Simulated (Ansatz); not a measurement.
# Zr2C: the cost of one run

Method: DFT PBE, scalar-relativistic, plane waves, PAW, in Ansatz 0.2.0.

**1. The system as given**

Symmetry: Cmcm, No. 63, orthorhombic system. The conventional cell has a = 7.962 Å, b = 4.515 Å, c = 4.397 Å, α = 90.00°, β = 90.00°, γ = 90.00°. Zr (site symmetry m) has 5 Zr at 2.56 to 2.71 Å and 5 C at 2.60 to 2.63 Å as nearest neighbours. C (site symmetry m2m) has 10 Zr at 2.60 to 2.63 Å as nearest neighbours.

Coordinates:

```cif
data_structure
_symmetry_space_group_name_H-M 'P 1'
_symmetry_Int_Tables_number 1
_cell_length_a 4.5768
_cell_length_b 4.5768
_cell_length_c 4.3971
_cell_angle_alpha 90.000
_cell_angle_beta 90.000
_cell_angle_gamma 59.114
_cell_volume 79.05
loop_
_atom_site_label
_atom_site_type_symbol
_atom_site_fract_x
_atom_site_fract_y
_atom_site_fract_z
_atom_site_occupancy
Zr1 Zr 0.89000 0.45000 0.25000 1
Zr2 Zr 0.55000 0.11000 0.25000 1
Zr3 Zr 0.45000 0.89000 0.75000 1
Zr4 Zr 0.11000 0.55000 0.75000 1
C1 C 0.78000 0.22000 0.75000 1
C2 C 0.22000 0.78000 0.25000 1
```

This is candidate A: VAu2 type (Cmcm, No. 63).

(A quick probe on a coarse mesh, which set the mesh and smearing, is not shown.)

**3. Rough relaxation on the coarse mesh (candidate A)**

File input.yaml:

```yaml
crystal:
  lattice:
    - [3.9812379439, -2.2576932929, 0.0]
    - [3.9812379439, 2.2576932929, 0.0]
    - [0.0, 0.0, 4.3971041097]
  atoms:
    - { symbol: Zr, position: [0.89, 0.45, 0.25] }
    - { symbol: Zr, position: [0.55, 0.11, 0.25] }
    - { symbol: Zr, position: [0.45, 0.89, 0.75] }
    - { symbol: Zr, position: [0.11, 0.55, 0.75] }
    - { symbol: C, position: [0.78, 0.22, 0.75] }
    - { symbol: C, position: [0.22, 0.78, 0.25] }
basis:
  ecutwfc: 420
kpoints:
  mp_grid: { grid: [4, 4, 4] }
hamiltonian:
  xc: pbe
scf:
  occupations: { method: gaussian, width: 0.1 }
  lower_state_search: "off"
output:
  forces: true
  stress: true
  eigenvalues: true
relax:
  adjacent_minimum: "off"
  f_tol: 0.04
  max_steps: 70
  cell: { stress_tol: 0.4 }
```

The run is started by

```
> ansatz run input.yaml --threads 1 --pin off --max-ram 2560MiB --backend cpu --events-out ev --progress --plain --runs-dir out
```

What time and memory should one allow on 1 thread of Arm Neoverse V1, shared host?

About 99 s, with a peak of 0.39 GiB.
